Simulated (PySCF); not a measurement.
# [Yb(SH)4]−: other functionals and bases at one geometry

Aim: see how levels, charges and forces of [Yb(SH)4]− depend on the level of theory. The species was built from a template and needn't be a known compound.

Program: PySCF 2.14.0. Level of theory: several levels, as the steps say, no spin–orbit coupling. These are calculated values, not measurements.

1 further run of the same task is left out (for a known fault of the program).

**1. Where the work starts**

9 atoms, charge -1, spin multiplicity 1.

Bond lengths: Yb1–S2 2.604 Å, Yb1–S4 2.604 Å, Yb1–S6 2.604 Å, Yb1–S8 2.604 Å, S2–H3 1.355 Å, S4–H5 1.355 Å, S6–H7 1.355 Å, S8–H9 1.355 Å. Angles: S2–Yb1–S4 108.5°, S2–Yb1–S6 110.0°, S2–Yb1–S8 110.0°, S4–Yb1–S6 110.0°, S4–Yb1–S8 110.0°, S6–Yb1–S8 108.5°, Yb1–S2–H3 89.7°, Yb1–S4–H5 89.7°, Yb1–S6–H7 89.7°, Yb1–S8–H9 89.7°.

As a file:

```xyz
9
H4S4Yb
Yb    0.0000    0.0000    0.0001
S     1.4193    1.5655    1.5221
H     1.8212    0.4901    2.2418
S    -1.4193   -1.5655    1.5221
H    -1.8212   -0.4901    2.2418
S     1.5655   -1.4192   -1.5219
H     0.4904   -1.8208   -2.2421
S    -1.5655    1.4192   -1.5219
H    -0.4904    1.8208   -2.2421
```

Formal oxidation states: Yb +3. Each metal's 13 4f electrons lie in its core potential, so multiplicities, spins and levels count the valence alone. An earlier session relaxed this geometry at PBE0, Yb lcecp-1-SVP with ECP59, S def2-SVP, H def2-SVP (singlet, point group S4).

At PBE0 on the finer grid: E = -1633.825686 Eh, HOMO -3.05 eV, LUMO 3.21 eV, Mulliken charge on Yb1 +0.54 e, largest force component 0.006 eV/Å. 

Levels to run: CAM-B3LYP; r2SCAN; PBE0, TZVP. Hardware: 2 threads of Arm Neoverse V1, shared host.

**2. CAM-B3LYP**

Contents of run.py (the lines that set the calculation):

```python
mol = gto.M(atom='''
Yb     0.00000     0.00000     0.00008
S      1.41927     1.56547     1.52208
H      1.82121     0.49015     2.24185
S     -1.41927    -1.56547     1.52208
H     -1.82121    -0.49015     2.24185
S      1.56554    -1.41923    -1.52189
H      0.49041    -1.82078    -2.24207
S     -1.56554     1.41923    -1.52189
H     -0.49041     1.82078    -2.24207''',
    basis={'Yb': 'lcecp-1-SVP', 'S': 'def2-SVP', 'H': 'def2-SVP'},
    ecp={'Yb': 'lcecp-1-SVP'},
    charge=-1, spin=0)
mf = dft.RKS(mol, xc='CAMB3LYP')
mf.grids.atom_grid = (75, 302)  # f atoms: unpruned, at least (60, 302)
mf = mf.density_fit()  # fitting sets: Yb AutoAux, S def2-universal-JKFIT, H def2-universal-JKFIT
mf.conv_tol = 1e-08; mf.max_cycle = 55
mf.kernel(dm0)  # dm0: the density of the relaxed state
```

On the command line:

```sh
$ OMP_NUM_THREADS=2 python run.py
```

**3. r2SCAN**

run.py (the lines that set the calculation), as its differences from that of step 2:

```diff
@@ -13,3 +13,3 @@
     charge=-1, spin=0)
-mf = dft.RKS(mol, xc='CAMB3LYP')
+mf = dft.RKS(mol, xc='R2SCAN')
 mf.grids.atom_grid = (75, 302)  # f atoms: unpruned, at least (60, 302)
```

**4. PBE0, TZVP**

Basis: Yb lcecp-1-TZVP with ECP59, S def2-TZVP, H def2-TZVP. 

run.py (the lines that set the calculation), as its differences from that of step 3:

```diff
@@ -10,6 +10,6 @@
 H     -0.49041     1.82078    -2.24207''',
-    basis={'Yb': 'lcecp-1-SVP', 'S': 'def2-SVP', 'H': 'def2-SVP'},
-    ecp={'Yb': 'lcecp-1-SVP'},
+    basis={'Yb': 'lcecp-1-TZVP', 'S': 'def2-TZVP', 'H': 'def2-TZVP'},
+    ecp={'Yb': 'lcecp-1-TZVP'},
     charge=-1, spin=0)
-mf = dft.RKS(mol, xc='R2SCAN')
+mf = dft.RKS(mol, xc='PBE0')
 mf.grids.atom_grid = (75, 302)  # f atoms: unpruned, at least (60, 302)
@@ -17,2 +17,2 @@
 mf.conv_tol = 1e-08; mf.max_cycle = 55
-mf.kernel(dm0)  # dm0: the density of the relaxed state
+mf.kernel(dm0)  # dm0: free metal ions and neutral atoms
```

**Question.** What will these runs give? Wanted: for each run, HOMO; gap; charge on Yb1; dipole; largest force.

**Answer**, as computed:

| level | state | HOMO (eV) | gap (eV) | charge on Yb1 (e) | dipole (D) | largest force (eV/Å) | basis functions | time |
| --- | --- | --- | --- | --- | --- | --- | --- | --- |
| PBE0 (relaxed here) | singlet | -3.05 | 6.27 | 0.54 | 0.00 | 0.01 | 125 | 28 s |
| CAM-B3LYP | singlet | -4.27 | 8.26 | 0.47 | 0.00 | 0.04 | 125 | 12 s |
| r2SCAN | singlet | -2.17 | 5.14 | 0.55 | 0.00 | 0.05 | 125 | 12 s |
| PBE0, TZVP | singlet | -3.28 | 6.33 | 1.15 | 0.00 | 0.17 | 219 | 24 s |

Times are on 2 threads of Arm Neoverse V1, shared host; the first row also made further properties. The dipole of a charged species depends on the origin, so these sizes hold for this origin alone.

In one basis the HOMO–LUMO gap runs from 5.14 eV (r2SCAN) to 8.26 eV (CAM-B3LYP). The largest leftover force, 0.17 eV/Å with PBE0, TZVP, stands at a geometry relaxed at another level. The Mulliken charge on Yb spans +0.47 to +1.15 e over the levels. With 4f in the core, its levels are missing from HOMO and gap. Total energies of different levels can't be compared. Spin–orbit coupling is left out throughout.
